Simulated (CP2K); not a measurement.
Runs of CP2K 2026.2 on Ba2Tl5V3O12. Symmetry: C2, No. 5, monoclinic system. Conventional cell: a = 12.980 Å, b = 13.354 Å, c = 6.079 Å, α = 90.00°, β = 109.30°, γ = 90.00°. Ba (site symmetry 2) is surrounded by 6 O at 2.58 to 2.76 Å. Ba (site symmetry 2) is surrounded by 8 O at 2.76 to 3.03 Å. Around V (site symmetry 1) lie 4 O at 1.72 to 1.75 Å. V (site symmetry 2) is surrounded by 4 O at 1.71 to 1.76 Å. Around Tl (site symmetry 1) lie 3 O at 2.57 to 2.74 Å. Tl (site symmetry 2) has 4 O at 2.66 to 2.69 Å as nearest neighbours. Tl (site symmetry 1) is surrounded by 3 O at 2.55 to 2.75 Å. O (site symmetry 1) has 1 V at 1.75 Å as nearest neighbours. The cell was built by a generator and needn't be a form met in nature.

```tsv
task	level	EPS_DEFAULT	NGRIDS	CUTOFF of the grids	points a segment of the path (NPOINTS)	bands added on the path	gap on the mesh (eV)	pressure (GPa)	moment (μB)	largest force (eV/Å)
single point	RPBE	1.0E-10	4	900 Ry	-	-	3.16	2.8	0.00	-
electron localisation function	PBE	1.0E-9	4	600 Ry	-	-	3.07	0.9	0.00	0.13
single point	LDA	1.0E-10	4	900 Ry	-	-	(b)	-3.4	0.00	(a)
band structure	PBE	1.0E-9	5	600 Ry	8	6	3.07	0.9	0.00	0.13
single point	PBE	1.0E-10	4	900 Ry	-	-	3.07	0.9	0.00	0.13
```

Alike in all rows: potentials or basis GTH_POTENTIALS Ba GTH-PBE-q10, V GTH-PBE-q13, Tl GTH-PBE-q13, O GTH-PBE-q6; DZVP-MOLOPT-SR-GTH basis; spin collinear, ferromagnetic start; cell as given; k mesh 3 × 3 × 4; smearing fermi-dirac 0.05 eV.

Problem. Estimate the missing entries.

Solution. (a) 0.42; (b) 2.94.

Caveats: spin-orbit coupling is left out, which as a rule narrows the gap of such compounds by several tenths of an eV; the basis of atomic orbitals isn't converged, which shifts pressures, moduli and gaps; an odd mesh through Γ misses points on the zone boundary, where band edges often lie (some runs); the potentials were made for another functional, which shifts forces and pressure (some runs); the forces don't sum to zero, a sign of grid noise (some runs); the mesh misses the band edges, which the band path finds closer together (some runs).

A k mesh can miss the band edges, and the runs leave out spin-orbit coupling on Ba, Tl.

Not every run made on this cell is shown here.
